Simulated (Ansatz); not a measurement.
# HOW: the cost of one run

Program: Ansatz 0.2.0, Gaussian basis. Level of theory: def2-QZVPP, core rule «outside noble gas», up to 5 orbitals frozen. These are calculated values, not measurements.

Plan: UHF; ROHF; CCSD(T) on UHF.

## 1. The system

The geometry is a PBE0/def2-TZVP stationary point (not a proven minimum) of the parent state, kept for this charge and spin. No spin-orbit coupling is included. Elements past krypton take def2 core potentials.

3 atoms, charge 0, spin multiplicity 4.

Atoms are counted from 1 here; the program's logs count them from 0.

Bond lengths: W1–O2 1.921 Å, O2–H3 0.962 Å. Angles: W1–O2–H3 119.2°.

## 2. UHF

Input file in.yaml:

```yaml
crystal:
  periodic: [false, false, false]
  atoms:
    - {symbol: W, position_ang: [0.000000, 0.005553, 0.165001]}
    - {symbol: O, position_ang: [0.000000, -0.108057, -1.752846]}
    - {symbol: H, position_ang: [0.000000, 0.702391, -2.271247]}
basis:
  gaussian: {orbitals: "def2-QZVPP.json"}
magnetization: {spin_polarized: true, initial_magnetization: 3}
hamiltonian: {xc: hf}
output: {orbitals: {seedname: orbitals}}
```

Run with:

```
ansatz run in.yaml --threads 1 --pin off --events-out ev --progress --plain --max-ram 2816MiB --backend cpu
```

**Question.** How long does this run take on 1 thread of AMD EPYC 7R13, shared host, and how much memory does it need?

About 35 s, with a peak of 0.42 GiB.
